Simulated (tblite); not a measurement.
# C2H12OP2Si2: the cost of one run

Computed with tblite 0.8.0 and PySCF 2.14.0, with density-fitted response routines of our own, on a single molecule in the gas phase. Atoms are numbered from 0 throughout.

### Step 1. Starting geometry

19 atoms, charge 0, multiplicity 1; geometry from: force field or distance geometry start.

Bonds of the start (Å): Si0–C1 1.86, C1–O2 1.44, O2–C3 1.42, C3–Si4 1.87, Si4–P5 2.21, Si4–P6 2.23, Si0–H7 1.49, Si0–H8 1.49, Si0–H9 1.49, C1–H10 1.10, C1–H11 1.10, C3–H12 1.10, C3–H13 1.10, Si4–H14 1.49, P5–H15 1.41, P5–H16 1.42, P6–H17 1.41, P6–H18 1.41.

### Step 2. Geometry optimisation with GFN2-xTB

The job: settings as JSON, then the geometry in Å.

```
{"job": {"kind": "relax", "xc": "GFN2-xTB", "basis": "xTB"}, "charge": 0, "multiplicity": 1}
Si    -3.600500     0.366000    -0.563400
C     -2.149100    -0.263300     0.415700
O     -0.832000     0.033100    -0.099000
C      0.213100    -0.496200     0.705100
Si     1.959800    -0.106900     0.171100
P      3.420700    -1.080100     1.521300
P      2.317000     2.088600     0.242700
H     -4.869100    -0.021900     0.114600
H     -3.616600    -0.214300    -1.931200
H     -3.591500     1.851600    -0.656800
H     -2.215800     0.148600     1.434600
H     -2.242200    -1.360200     0.506100
H      0.095500    -1.592600     0.742600
H      0.085300    -0.137100     1.735600
H      2.234800    -0.575100    -1.212200
H      3.281500    -2.395100     1.040500
H      4.588500    -0.785000     0.775400
H      1.431600     2.436000    -0.799400
H      3.479300     2.113200    -0.550200
```

Started as:

```console
$ OMP_NUM_THREADS=1 python probes_run.py task.json out
```

The driver reads the jobs from task.json and runs them one after another.

**Question.** How long does this first job take on 1 thread of Arm Neoverse N1, shared host, and how much memory does it need?

About 4 s, with a peak of 0.18 GiB.
